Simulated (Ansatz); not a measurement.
# C2H9AlSSi: up Jacob's ladder to CCSD(T)

An exercise on one series of results from a longer session: the logs are not shown, and one member is left open.

Computed with Ansatz 0.2.0, Gaussian basis. Level: functionals in def2-TZVPP, the program's frozen cores in correlated methods.

Levels to be run: LDA (SPW92), PBE-D4, revPBE-D4, BLYP-D4, r2SCAN-D4, B97M-V, PBE0-D4, B3LYP-D4, r2SCANh-D4, r2SCAN0-D4, HSE06-D4, BHLYP-D4, CAM-B3LYP-D4, LC-ωPBE, ωB97X-V, ωB97M-V, B2PLYP, PBE-QIDH; CCSD(T)/def2-SVP; CCSD(T)/def2-TZVPP; MP2/def2-QZVPP; extrapolation to the limit; RPA on PBE.

## The geometry

An earlier PBE0-D4 in a triple-zeta def2 set relaxation fixed the geometry.

14 atoms, charge 0, spin multiplicity 1.

Atoms are counted from 1 here; the program's logs count them from 0.

Bond lengths: C1–S2 1.815 Å, C1–H6 1.089 Å, C1–H7 1.089 Å, C1–H8 1.090 Å, S2–Si3 2.275 Å, S2–Al5 2.459 Å, Si3–C4 1.875 Å, Si3–Al5 2.400 Å, Si3–H9 1.493 Å, C4–H10 1.094 Å, C4–H11 1.092 Å, C4–H12 1.092 Å, Al5–H13 1.587 Å, Al5–H14 1.588 Å. Angles: S2–C1–H6 107.7°, S2–C1–H7 109.0°, S2–C1–H8 110.9°, H6–C1–H7 110.1°, H6–C1–H8 109.1°, H7–C1–H8 110.0°, C1–S2–Si3 99.6°, C1–S2–Al5 99.7°, Si3–S2–Al5 60.8°, S2–Si3–C4 106.6°, S2–Si3–Al5 63.4°, S2–Si3–H9 101.7°, C4–Si3–Al5 125.2°, C4–Si3–H9 109.4°, Al5–Si3–H9 125.4°, Si3–C4–H10 109.3°, Si3–C4–H11 111.7°, Si3–C4–H12 110.6° and more.

Set-up of the first run:

The input, in.yaml:

```yaml
crystal:
  periodic: [false, false, false]
  atoms:
    - {symbol: C, position_ang: [-1.997721, 0.885573, 0.705078]}
    - {symbol: S, position_ang: [-0.381382, 1.252919, -0.034644]}
    - {symbol: Si, position_ang: [0.597529, -0.791810, 0.154030]}
    - {symbol: C, position_ang: [2.400288, -0.484883, 0.568413]}
    - {symbol: Al, position_ang: [-0.443286, -0.288907, -1.949404]}
    - {symbol: H, position_ang: [-2.699923, 1.643332, 0.360021]}
    - {symbol: H, position_ang: [-1.907828, 0.924292, 1.789676]}
    - {symbol: H, position_ang: [-2.352478, -0.097333, 0.395627]}
    - {symbol: H, position_ang: [-0.098582, -1.351373, 1.350940]}
    - {symbol: H, position_ang: [2.925695, -1.442383, 0.627115]}
    - {symbol: H, position_ang: [2.513469, 0.030406, 1.524083]}
    - {symbol: H, position_ang: [2.879218, 0.107727, -0.213428]}
    - {symbol: H, position_ang: [0.520717, 0.258353, -3.084914]}
    - {symbol: H, position_ang: [-1.968515, -0.675214, -2.163889]}
basis:
  gaussian: {orbitals: def2-TZVPP}
hamiltonian: {xc: lda}
output: {orbitals: {seedname: orbitals}}
```

Run with:

```console
> ansatz run in.yaml --threads 4 --pin off --events-out ev --progress --plain --max-ram 10444MiB
```

Among the steps run: LDA; PBE-D4 (GGA); revPBE-D4 (GGA); BLYP-D4 (GGA); r2SCAN-D4 (meta-GGA); B97M-V (meta-GGA); B3LYP-D4 (hybrid); r2SCANh-D4 (hybrid); r2SCAN0-D4 (hybrid); HSE06-D4 (hybrid); BHLYP-D4 (hybrid); CAM-B3LYP-D4 (range-separated); LC-ωPBE (range-separated); ωB97X-V (range-separated); ωB97M-V (range-separated); B2PLYP (double hybrid); PBE-QIDH (double hybrid).

One of the session's tables, all rows but one given; the rest of the session is left out.

It belongs to the step «Frontier levels by functional». 

```
  functional  HOMO (eV)  gap (eV)
 LDA (SPW92)      -5.55      4.08
      PBE-D4      -5.45      4.16
   revPBE-D4      -5.41      4.20
     BLYP-D4      -5.31      4.18
   r2SCAN-D4      -5.65      4.61
      B97M-V      -5.70      4.52
     PBE0-D4          ?         ?
    B3LYP-D4      -6.26      5.64
  r2SCANh-D4      -6.01      5.28
  r2SCAN0-D4      -6.57      6.28
    HSE06-D4      -6.05      5.24
    BHLYP-D4      -7.33      7.78
CAM-B3LYP-D4      -7.65      8.23
     LC-ωPBE      -8.90     10.56
     ωB97X-V      -8.61     10.14
     ωB97M-V      -8.41      9.66
```

Q: Estimate the row for PBE0-D4 from the others.

As computed: HOMO (eV): -6.44; gap (eV): 6.00. In the column «HOMO (eV)» it lies between r2SCAN0-D4 (-6.57) and B3LYP-D4 (-6.26).
